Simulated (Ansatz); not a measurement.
# PtSe2 (Sudovikovite): the cost of one run

Program: Ansatz 0.2.0 through its Python package. Level of theory: DFT PBE, plane waves, PAW. These are calculated values, not measurements.

The COD entry's cell or inner coordinates are ideal or old and differ from later refinements, so a difference from it is no clean test against experiment.

**1. The structure**

Symmetry: P-3m1, No. 164, trigonal system. The conventional cell has a = 3.724 Å, b = 3.724 Å, c = 5.062 Å, α = 90.00°, β = 90.00°, γ = 120.00°. Around Pt (site symmetry -3m) lie 6 Se at 2.49 Å. Se (site symmetry 3m) has 3 Pt at 2.49 Å in its first shell of neighbours.

No structure file is read: the coordinates are typed or built in the script.

**2. The code**

Input file ptse2.py:

```python
"""Surface of PtSe2 against the width of the vacuum."""

import argparse
import warnings

import ansatz
from ase import Atoms
from ase.build import surface
import numpy as np
from tabulate import tabulate

parser = argparse.ArgumentParser(description="Surface of PtSe2 against the width of the vacuum.")
parser.add_argument("--xc", required=True, help="exchange-correlation functional")
parser.add_argument("--mesh", type=int, nargs=3, default=[4, 5, 1], help="k-point sampling")
args = parser.parse_args()

warnings.simplefilter("ignore", ansatz.DeckWarning)

atoms = Atoms(
    ["Pt", "Se", "Se"],
    scaled_positions=[
        (0.0, 0.0, 0.0),
        (1 / 3, 2 / 3, 0.25),
        (2 / 3, 1 / 3, 0.75),
    ],
    cell=[
        (3.724, 0.0, 0.0),
        (-1.862, 3.2250786, 0.0),
        (0.0, 0.0, 5.062),
    ],
    pbc=True,
)
# Miller indices count the vectors of the cell as typed
rows = []
for value in [3.0, 4.0, 5.0, 6.5, 8.0]:
    slab = surface(atoms, (0, 1, 0), 2, vacuum=value)
    slab.pbc = True
    job = (
        ansatz.Crystal.from_ase(slab).calculation()
        .functional(args.xc)
        .occupations(ansatz.OccupationsMethod.GAUSSIAN, width=50 * ansatz.meV)
        .kpoints(*args.mesh)
        .electric_field(axis=3, dipole_correction=True)
    )
    summary = job.run(threads=1, backend="cpu").report
    face = summary["work_function"]
    rows.append((value, len(slab), summary["free_energy_ev"], face["dipole_moment_e_ang"], face.get("phi_plus_ev"), face.get("phi_minus_ev")))

print(tabulate(rows, headers=["vacuum each side (A)", "atoms", "F (eV)", "dipole (e A)", "phi upper (eV)", "phi lower (eV)"], floatfmt=".4f", missingval="-"))
```

**3. The input behind the calls**

The package turns the script's settings into the engine's input (first run):

```yaml
crystal:
  lattice:
    - [5.062, 0.0, 0.0]
    - [0.0, 3.724, 0.0]
    - [0.0, 0.0, 11.375131]
  atoms:
    - { symbol: Pt, position: [0.0, 0.0, 0.2637332264569085] }
    - { symbol: Se, position: [0.25, 8.795763104191242e-17, 0.4527466452913817] }
    - { symbol: Se, position: [0.7500000000000001, 0.5000000000000003, 0.3582399358741451] }
    - { symbol: Pt, position: [0.0, 0.5, 0.5472533547086182] }
    - { symbol: Se, position: [0.25, 0.5, 0.7362667735430914] }
    - { symbol: Se, position: [0.7500000000000001, 2.3850118681528605e-16, 0.641760064125855] }
kpoints:
  mp_grid:
    grid: [4, 5, 1]
hamiltonian:
  xc: pbe
efield:
  axis: 3
  dipole_correction: true
scf:
  occupations:
    method: gaussian
    width: 0.05
```

**4. Running it**

Launch:

```bash
> python ptse2.py --xc PBE
```

Q: Estimate wall time and peak memory on 1 thread of Arm Neoverse V1, shared host.

About 66 s, with a peak of 0.61 GiB.
